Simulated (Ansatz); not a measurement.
# FH₅O₄Si₂: small, medium and large basis sets

One table from this session's results is given with a row withheld; the runs are named, their logs left out.

Method: one geometry, several basis sets; program: Ansatz 0.2.0, Gaussian basis.

Levels to be run: PBE0-D4/def2-SVP; ωB97M-V/def2-SVP; PBE0-D4/def2-QZVPP; ωB97M-V/def2-QZVPP; the functionals' def2-TZVPP values are taken from earlier runs.

### The relaxed structure

All runs share one geometry, relaxed beforehand with PBE0-D4 in a triple-zeta def2 set.

SMILES `O[Si](O)(O)O[SiH2]F`, 12 atoms, charge 0, spin multiplicity 1.

Atoms are counted from 1 here; the program's logs count them from 0.

Bond lengths: O1–Si2 1.626 Å, O1–H8 0.958 Å, Si2–O3 1.630 Å, Si2–O4 1.626 Å, Si2–O5 1.625 Å, O3–H9 0.958 Å, O4–H10 0.958 Å, O5–Si6 1.620 Å, Si6–F7 1.594 Å, Si6–H11 1.477 Å, Si6–H12 1.478 Å. Angles: Si2–O1–H8 117.1°, O1–Si2–O3 114.8°, O1–Si2–O4 108.2°, O1–Si2–O5 105.1°, O3–Si2–O4 106.8°, O3–Si2–O5 108.5°, O4–Si2–O5 113.7°, Si2–O3–H9 117.7°, Si2–O4–H10 117.3°, Si2–O5–Si6 145.5°, O5–Si6–F7 108.8°, O5–Si6–H11 108.6°, O5–Si6–H12 111.3°, F7–Si6–H11 107.3°, F7–Si6–H12 107.4°, H11–Si6–H12 113.3°.

Set-up of the first run:

in.yaml

```yaml
crystal:
  periodic: [false, false, false]
  atoms:
    - {symbol: O, position_ang: [1.921528, -0.600553, -0.392076]}
    - {symbol: Si, position_ang: [0.737744, -0.141214, 0.623485]}
    - {symbol: O, position_ang: [0.658238, -0.993205, 2.010478]}
    - {symbol: O, position_ang: [0.998546, 1.409308, 1.038131]}
    - {symbol: O, position_ang: [-0.642215, -0.372709, -0.203660]}
    - {symbol: Si, position_ang: [-1.567159, 0.146473, -1.428178]}
    - {symbol: F, position_ang: [-2.657355, 1.158123, -0.854043]}
    - {symbol: H, position_ang: [2.820369, -0.383706, -0.141344]}
    - {symbol: H, position_ang: [0.294074, -1.878209, 1.969958]}
    - {symbol: H, position_ang: [0.574086, 1.727763, 1.835968]}
    - {symbol: H, position_ang: [-2.293062, -1.008628, -1.993674]}
    - {symbol: H, position_ang: [-0.767692, 0.881358, -2.431046]}
basis:
  gaussian: {orbitals: def2-SVP}
hamiltonian: {xc: pbe0, dispersion: d4}
output: {orbitals: {seedname: orbitals}}
```

Among the steps run: PBE0-D4 in def2-SVP; ωB97M-V in def2-SVP; PBE0-D4 in def2-QZVPP; ωB97M-V in def2-QZVPP.

One table of the session follows, with a row left open; its other results are not shown here.

It belongs to the step «Functionals by basis». 

```
functional       basis  HOMO (eV)  LUMO (eV)
   PBE0-D4    def2-SVP      -8.86       0.91
   PBE0-D4  def2-TZVPP      -9.05       0.24
   PBE0-D4  def2-QZVPP      -9.09      -0.09
   ωB97M-V    def2-SVP          ?          ?
   ωB97M-V  def2-TZVPP     -11.37       1.71
   ωB97M-V  def2-QZVPP     -11.41       1.14
```

Estimate the missing values for ωB97M-V, def2-SVP.

The run gave: HOMO (eV): -11.17; LUMO (eV): 2.59. In the column «HOMO (eV)» it lies between ωB97M-V, def2-TZVPP (-11.37) and PBE0-D4, def2-QZVPP (-9.09).
